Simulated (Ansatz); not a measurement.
# CH5BrGe: the cost of one run

Computed with Ansatz 0.2.0, Gaussian basis. Level: the settings change from run to run.

**1. The relaxed structure**

The structure was relaxed beforehand with PBE0-D4 in a triple-zeta def2 set.

SMILES `[CH3][GeH2][Br]`, 8 atoms, charge 0, spin multiplicity 1.

Atoms are counted from 1 here; the program's logs count them from 0.

Bond lengths: C1–Ge2 1.941 Å, C1–H4 1.090 Å, C1–H5 1.090 Å, C1–H6 1.092 Å, Ge2–Br3 2.320 Å, Ge2–H7 1.536 Å, Ge2–H8 1.536 Å. Angles: Ge2–C1–H4 109.8°, Ge2–C1–H5 109.8°, Ge2–C1–H6 109.8°, H4–C1–H5 109.1°, H4–C1–H6 109.1°, H5–C1–H6 109.1°, C1–Ge2–Br3 107.7°, C1–Ge2–H7 112.7°, C1–Ge2–H8 112.7°, Br3–Ge2–H7 106.2°, Br3–Ge2–H8 106.2°, H7–Ge2–H8 110.8°.

Coordinates:

```mol
CH5BrGe
  3D, bonds by distance, orders not assigned

  8  7  0  0  0  0  0  0  0  0999 V2000
   -0.6186    0.7894   -0.3587 C   0  0
    0.4465   -0.7626    0.1152 Ge  0  0
    1.6668   -0.2290    2.0144 Br  0  0
    0.0342    1.6389   -0.5586 H   0  0
   -1.2903    1.0415    0.4616 H   0  0
   -1.2092    0.5743   -1.2514 H   0  0
    1.4748   -1.1290   -0.9649 H   0  0
   -0.4120   -1.9805    0.4867 H   0  0
  1  2  8  0
  2  3  8  0
  1  4  8  0
  1  5  8  0
  1  6  8  0
  2  7  8  0
  2  8  8  0
M  END
```

**2. B2GP-PLYP/cc-pVTZ**

Options: density fitting with cc-pVTZ-jkfit, high accuracy.

in.yaml

```yaml
crystal:
  periodic: [false, false, false]
  atoms:
    - {symbol: C, position_ang: [-0.618556, 0.789362, -0.358726]}
    - {symbol: Ge, position_ang: [0.446502, -0.762611, 0.115246]}
    - {symbol: Br, position_ang: [1.666829, -0.228992, 2.014374]}
    - {symbol: H, position_ang: [0.034178, 1.638901, -0.558645]}
    - {symbol: H, position_ang: [-1.290284, 1.041535, 0.461600]}
    - {symbol: H, position_ang: [-1.209218, 0.574283, -1.251441]}
    - {symbol: H, position_ang: [1.474777, -1.128974, -0.964924]}
    - {symbol: H, position_ang: [-0.412028, -1.980505, 0.486717]}
basis:
  gaussian: {orbitals: cc-pVTZ, fitting: {mean_field: cc-pVTZ-jkfit}}
hamiltonian: {xc: {name: B2GP-PLYP}}
accuracy: high
output: {forces: true}
```

Command:

```console
$ ansatz run in.yaml --threads 4 --pin off --events-out ev --progress --plain --max-ram 10444MiB
```

Q: Estimate wall time and peak memory on 4 threads of Arm Neoverse V2, shared host.

About 16 s, with a peak of 0.54 GiB.
